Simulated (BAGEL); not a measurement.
# NBrO (nitrosyl bromide) at HF/3-21G (density fitting with cc-pvqz-jkfit)

Aim: the energy change on altering one bond length of NBrO (nitrosyl bromide) at HF/3-21G (density fitting with cc-pvqz-jkfit), from 2 runs. 

Program for the calculation: BAGEL 1.2.2.

10 further runs of the same task are left out: 5 that didn't finish, 5 set aside as unsound or not needed.

### 1 The system as given

The species is NBrO (3 atoms), meant as a singlet with charge 0. SMILES: `O=NBr`. Geometry: relaxed at PBE0-D4/def2-TZVP.

Bond lengths: O1–N2 1.126 Å, N2–Br3 2.117 Å. Angles: O1–N2–Br3 114.9°.

### 2 A single-point energy at HF/3-21G (density fitting with cc-pvqz-jkfit)

input.json

```json
{ "bagel" : [

{
  "title" : "molecule",
  "basis" : "3-21g",
  "df_basis" : "cc-pvqz-jkfit",
  "angstrom" : true,
  "geometry" : [
    { "atom" : "O", "xyz" : [    0.941780,   -0.646800,    0.448530 ] },
    { "atom" : "N", "xyz" : [   -0.044940,   -0.636480,   -0.092930 ] },
    { "atom" : "Br", "xyz" : [   -0.896840,    1.283280,   -0.355590 ] }
  ]
},
{ "title" : "hf" },
{ "title" : "print", "file" : "orbitals.molden", "orbitals" : true }

]}
```

Launch:

```bash
$ BAGEL_NUM_THREADS=1 BAGEL input.json > input.out
```

Output:

```text
* using 1 threads per process

  ===============================================================
  ===============================================================

  *** Geometry ***

  { "atom" : "O", "xyz" : [      1.779706,     -1.222275,      0.847599 ] },
  { "atom" : "N", "xyz" : [     -0.084924,     -1.202773,     -0.175612 ] },
  { "atom" : "Br", "xyz" : [     -1.694782,      2.425048,     -0.671968 ] },

  Number of auxiliary basis functions:      430

  Since a DF basis is specified, we compute 2- and 3-index integrals:
    o Being stored without compression. Storage requirement is 0.006 GB

  Number of basis functions:       40
  Number of electrons      :       50

    * METHOD: MOLECULE                             0.11

  *** RHF ***

  === Nuclear Repulsion ===
   140.7957855203

      * DIIS with orbital gradients will be used.

  === RHF iteration (3-21g) ===
      0      -2688.41497172          0.02079948           0.03
      1      -2688.45960602          0.01832188           0.03
      2      -2688.50128385          0.00209716           0.03
      3      -2688.50359572          0.00128714           0.03
      4      -2688.50457701          0.00069952           0.03
      5      -2688.50502741          0.00017117           0.03
      6      -2688.50503957          0.00005503           0.03
      7      -2688.50504069          0.00002987           0.03
      8      -2688.50504105          0.00000643           0.03
      9      -2688.50504106          0.00000283           0.03
     10      -2688.50504107          0.00000097           0.03
     11      -2688.50504107          0.00000034           0.03
     12      -2688.50504107          0.00000008           0.03
     13      -2688.50504107          0.00000003           0.03
     14      -2688.50504107          0.00000002           0.03
     15      -2688.50504107          0.00000001           0.03
    * SCF iteration converged.

    * Permanent dipole moment:
           (   -0.268938,     0.538953,    -0.090112) a.u.

    * METHOD: HF                                   0.54

    * METHOD: PRINT                                0.00

  ===============================================================
```

It took 0.82 s on 1 thread of Arm Neoverse V2, shared host; peak memory 0.14 GiB.

### 3 The distorted shape at the same level

calc.json

```json
{ "bagel": [

{
  "title": "molecule",
  "basis": "3-21g",
  "df_basis": "cc-pvqz-jkfit",
  "angstrom": true,
  "geometry": [
    { "atom": "O", "xyz": [       1.367741,      -1.606704,       0.579863 ] },
    { "atom": "N", "xyz": [       0.381021,      -1.596384,       0.038403 ] },
    { "atom": "Br", "xyz": [      -0.896840,       1.283280,      -0.355590 ] }
  ]
},

{ "title": "hf" },

{ "title": "print", "file": "orbitals.molden", "orbitals": true }

]}
```

Launch:

```bash
$ BAGEL_NUM_THREADS=1 BAGEL calc.json > calc.out
```

Output:

```text
* using 1 threads per process

  ===============================================================
  ===============================================================

  *** Geometry ***

  { "atom" : "O", "xyz" : [      2.584656,     -3.036231,      1.095782 ] },
  { "atom" : "N", "xyz" : [      0.720025,     -3.016729,      0.072571 ] },
  { "atom" : "Br", "xyz" : [     -1.694782,      2.425048,     -0.671968 ] },

  Number of auxiliary basis functions:      430

  Since a DF basis is specified, we compute 2- and 3-index integrals:
    o Being stored without compression. Storage requirement is 0.006 GB

  Number of basis functions:       40
  Number of electrons      :       50

    * METHOD: MOLECULE                             0.11

  *** RHF ***

  === Nuclear Repulsion ===
   106.2688594764

      * DIIS with orbital gradients will be used.

  === RHF iteration (3-21g) ===
      0      -2688.30155822          0.01816514           0.03
      1      -2685.91315839          0.08846618           0.03
      2      -2688.39327288          0.01223610           0.03
      3      -2688.41997916          0.00389558           0.03
      4      -2688.42662044          0.00166589           0.03
      5      -2688.43035885          0.00079472           0.03
      6      -2688.43097232          0.00047826           0.03
      7      -2688.43104984          0.00014051           0.03
      8      -2688.43106312          0.00006381           0.03
      9      -2688.43106583          0.00003529           0.03
     10      -2688.43106637          0.00001273           0.03
     11      -2688.43106646          0.00000583           0.03
     12      -2688.43106650          0.00000337           0.03
     13      -2688.43106653          0.00000190           0.03
     14      -2688.43106653          0.00000118           0.03
     15      -2688.43106654          0.00000069           0.03
     16      -2688.43106654          0.00000044           0.03
     17      -2688.43106654          0.00000023           0.03
     18      -2688.43106654          0.00000011           0.03
     19      -2688.43106654          0.00000007           0.03
     20      -2688.43106654          0.00000004           0.03
     21      -2688.43106654          0.00000002           0.03
     22      -2688.43106654          0.00000001           0.03
     23      -2688.43106654          0.00000001           0.03
     24      -2688.43106654          0.00000001           0.03
    * SCF iteration converged.

    * Permanent dipole moment:
           (   -1.270131,     2.408697,    -0.440224) a.u.

    * METHOD: HF                                   0.79

    * METHOD: PRINT                                0.00

  ===============================================================
```

Run time: 1.1 s. Hardware: 1 thread of Arm Neoverse V2, shared host; peak memory 0.14 GiB.

### 4 What came out

Level: HF/3-21G (density fitting with cc-pvqz-jkfit).

| quantity | value |
| --- | --- |
| first shape: total energy | -2688.50504 Eh |
| first shape: dipole moment | 1.55 D |
| first shape: HOMO energy | -10.62 eV |
| first shape: LUMO energy | 1.39 eV |
| first shape: HOMO–LUMO gap | 12.01 eV |
| distorted shape: total energy | -2688.43107 Eh |
| distorted shape: dipole moment | 7.01 D |
| distorted shape: HOMO energy | -8.58 eV |
| distorted shape: LUMO energy | -2.39 eV |
| distorted shape: HOMO–LUMO gap | 6.18 eV |
| energy change with the N2–Br3 bond stretched from 2.117 to 3.175 Å | 2.013 eV |

One bond (distorted shape) is far stretched, which a spin-restricted single reference describes badly; a broken-symmetry solution may lie lower. With the N2–Br3 bond stretched from 2.117 to 3.175 Å the energy rises by 2.01 eV (46 kcal/mol). The first shape isn't relaxed at this level, so the change isn't measured from a minimum. A restricted reference can't describe the breaking bond well at this length.
